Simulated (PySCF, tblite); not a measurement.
**C₄H₁₂N₂OSi: geometry, infrared bands and NMR shifts**

Aim: predict the infrared bands and NMR shifts of C₄H₁₂N₂OSi (`C=C[Si@](N)(NC)OC`).

Computed with tblite 0.8.0 and PySCF 2.14.0, with density-fitted response routines of our own, on a single molecule in the gas phase. Atoms are numbered from 0 throughout.

## (1) Starting geometry

20 atoms, charge 0, multiplicity 1; geometry from: force field or distance geometry start.

Bonds of the start (Å): C0–C1 1.34, C1–Si2 1.85, Si2–N3 1.81, Si2–N4 1.79, N4–C5 1.46, Si2–O6 1.70, O6–C7 1.37, C0–H8 1.09, C0–H9 1.06, C1–H10 1.07, N3–H11 1.05, N3–H12 1.04, N4–H13 1.05, C5–H14 1.10, C5–H15 1.10, C5–H16 1.10, C7–H17 1.09, C7–H18 1.12, C7–H19 1.12.

## (2) Optimising the geometry with GFN2-xTB

What the job is given:

```
{"job": {"kind": "relax", "xc": "GFN2-xTB", "basis": "xTB"}, "charge": 0, "multiplicity": 1}
C     -0.363400    -2.659200    -0.534500
C     -0.230400    -1.457800    -1.106400
Si    -0.082100    -0.022400     0.050200
N     -1.509400    -0.138900     1.152000
N     -0.202800     1.535600    -0.827500
C     -1.236400     2.413600    -0.274800
O      1.394700    -0.150700     0.876100
C      2.509700    -0.225900     0.076900
H     -0.403800    -2.759900     0.552400
H     -0.461500    -3.544400    -1.112700
H     -0.192100    -1.365000    -2.172500
H     -1.783900    -1.149700     1.187500
H     -2.297800     0.411700     0.766200
H      0.706400     2.044700    -0.717500
H     -1.357900     2.232300     0.801900
H     -0.926300     3.454300    -0.429700
H     -2.168600     2.154300    -0.795600
H      2.338500    -0.035800    -0.986100
H      3.259500     0.499300     0.487400
H      3.002400    -1.225400     0.184300
```

Launch:

```
$ OMP_NUM_THREADS=1 python probes_run.py task.json out
```

One launch serves the whole session: the jobs run in the order shown.

**Question.** This job is followed by: GFN2-xTB harmonic vibrations, gas phase; GIAO PBE0/pcSseg-1 NMR shielding, non-relativistic, gas phase. Predict these results of the whole session: strongest single infrared mode (GFN2-xTB); zero-point energy (GFN2-xTB); 13C shifts against TMS (PBE0/pcSseg-1); 1H shifts against TMS (PBE0/pcSseg-1, means over atoms taken as alike); 29Si shifts against TMS (PBE0/pcSseg-1); 15N shifts against NH3 (PBE0/pcSseg-1); 17O shifts against H2O (PBE0/pcSseg-1).

**Answer**, as computed:

```
                                                              quantity                                         value
                             strongest single infrared mode (GFN2-xTB)                          900 cm⁻¹, 192 km/mol
                                          zero-point energy (GFN2-xTB)                                101.8 kcal/mol
                                13C shifts against TMS (PBE0/pcSseg-1)                  142.8, 139.6, 52.0, 29.3 ppm
1H shifts against TMS (PBE0/pcSseg-1, means over atoms taken as alike)  6.43, 6.41, 5.94, 3.69, 2.73, 0.55, 0.25 ppm
                               29Si shifts against TMS (PBE0/pcSseg-1)                                     -34.9 ppm
                                15N shifts against NH3 (PBE0/pcSseg-1)                                33.0, 29.3 ppm
                                17O shifts against H2O (PBE0/pcSseg-1)                                      11.9 ppm
```

Over 190 steps the energy fell by 0.938 eV; of the close pairs, Si2–N3 changed most, 1.807 to 1.731 Å. All 54 modes are real, so the xTB geometry is a minimum. The strongest single mode, at 900 cm⁻¹, moves mainly Si2 and N3. GFN2-xTB is a fitted tight-binding method: band positions and strengths are rough. Its intensities can rank the bands wrongly. C1 (alkene CH) lies farthest downfield among carbon, at 142.8 ppm; an sp2 carbon of a C=C bond. H10 (hydrogen on an alkene CH) lies farthest downfield among hydrogen, at 6.43 ppm; a vinylic proton, deshielded by the sp2 carbon and the C=C anisotropy.
